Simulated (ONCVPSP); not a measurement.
# O: generating and testing an ONCV potential

Aim: build the potential from the settings below, then test how well it stands in for the atom: other configurations, scattering, ghost states and the plane-wave cutoff that it needs.

Program: ONCVPSP 4.0.1.1 (patched build). Reference atom: PBE, scalar-relativistic, spherical and spin-unpolarised. All values are calculated.

### Step 1. Settings

Typed settings, in words:

- element: oxygen (O, Z = 8)
- type: optimised norm-conserving Vanderbilt (ONCV)
- frozen core: [He]
- valence charge: 6
- reference configuration: 2s2 2p3 (charge +1)
- partial waves: 2s: rc 0.80 bohr, ncon 4, nbas 8, qcut 7.8 1/bohr, 2 projectors, debl 2.8 Ha; 2p: rc 1.45 bohr, ncon 3, nbas 7, qcut 9.7 1/bohr, 2 projectors, debl 3.6 Ha; d scattering state at 0.09 Ha: rc 1.55 bohr, ncon 4, nbas 8, qcut 6.3 1/bohr, 2 projectors, debl 0.4 Ha
- local potential: polynomial inside 0.80 bohr (lpopt 4, dvloc0 0 Ha)
- core correction: not asked for

The outer shells as boxes (Hund's rule for the drawing; the calculation is spin-unpolarised):

```
[He] core
2s [↑↓]
2p [↑ ][↑ ][↑ ]
```

The nodes and maxima of the atom's own shells, from an earlier all-electron run, set the scale for the radii.

All-electron outer shells of the reference configuration (PBE, scalar-relativistic, ld1.x):

| shell | level (eV) | outermost node (bohr) | outermost maximum (bohr) |
| --- | --- | --- | --- |
| 1s | -533.57 | – | 0.13 |
| 2s | -39.66 | 0.28 | 0.86 |
| 2p | -24.45 | – | 0.79 |

### Step 2. Generation

File O.dat:

```
# ATOM AND REFERENCE CONFIGURATION
# atsym  z   nc   nv     iexc    psfile
  O 8.00    1    2        4      upf
#
#   n    l    f
    1    0    2.00
    2    0    2.00
    2    1    3.00
#
# PSEUDOPOTENTIAL AND OPTIMIZATION
# lmax
    2
#
#   l,   rc,      ep,       ncon, nbas, qcut
    0    0.80    0.00    4    8    7.80
    1    1.45    0.00    3    7    9.70
    2    1.55    0.09    4    8    6.30
#
# LOCAL POTENTIAL
# lloc, lpopt,  rc(5),   dvloc0
    4    4    0.80    0.00
#
# VANDERBILT-KLEINMAN-BYLANDER PROJECTORs
# l, nproj, debl
    0    2    2.80
    1    2    3.60
    2    2    0.40
#
# MODEL CORE CHARGE
# icmod, fcfact, rcfact
    0    0.00    0.00
#
# LOG DERIVATIVE ANALYSIS
# epsh1, epsh2, depsh
   -3.00    5.00    0.02
#
# OUTPUT GRID
# rlmax, drl
    6.00    0.01
#
# TEST CONFIGURATIONS
# ncnf
    4
# nvcnf
#   n    l    f
    2
    2    0    2.00
    2    1    4.00
#
    2
    2    0    2.00
    2    1    2.00
#
    2
    2    0    2.00
    2    1    1.00
#
    2
    2    0    2.00
    2    1    3.50
#
```

Run with:

```bash
$ oncvpsp.x < O.dat > O.out
```

Before running it: what results should come out? Wanted: cutoffs for 1 and 0.1 mHa per electron, occupied waves; bound ghosts; GHOST(+) flags; largest test error; largest phase difference near zero energy, channels read.

The runs gave:

| quantity | value |
| --- | --- |
| cutoffs for 1 and 0.1 mHa per electron, occupied waves | 77 Ha and 248 Ha |
| bound ghosts | none found |
| GHOST(+) flags | none at low energy |
| largest test error (AE − PS) | +522 meV, for 2s2 2p1 |
| largest phase difference near zero energy, channels read | 0.000 rad |

**Reading.** By total energies transferability is poor: the largest error is 522 meV on 87.5 eV, for 2s2 2p1. That test lies far up in energy; among those under 40 eV, nearer to bonding, the largest error is 80 meV. The potential is very hard: the looser tolerance needs 77 Ha. The tighter tolerance needs 248 Ha, and converged work needs a cutoff nearer that. At the looser tolerance the 2s wave is the slowest; 2p needs 31 Ha. No bound ghost shows below the valence levels. Near zero energy the phases of the channels with partial waves agree within 0.001 rad. All of this concerns the isolated atom, not yet a solid.
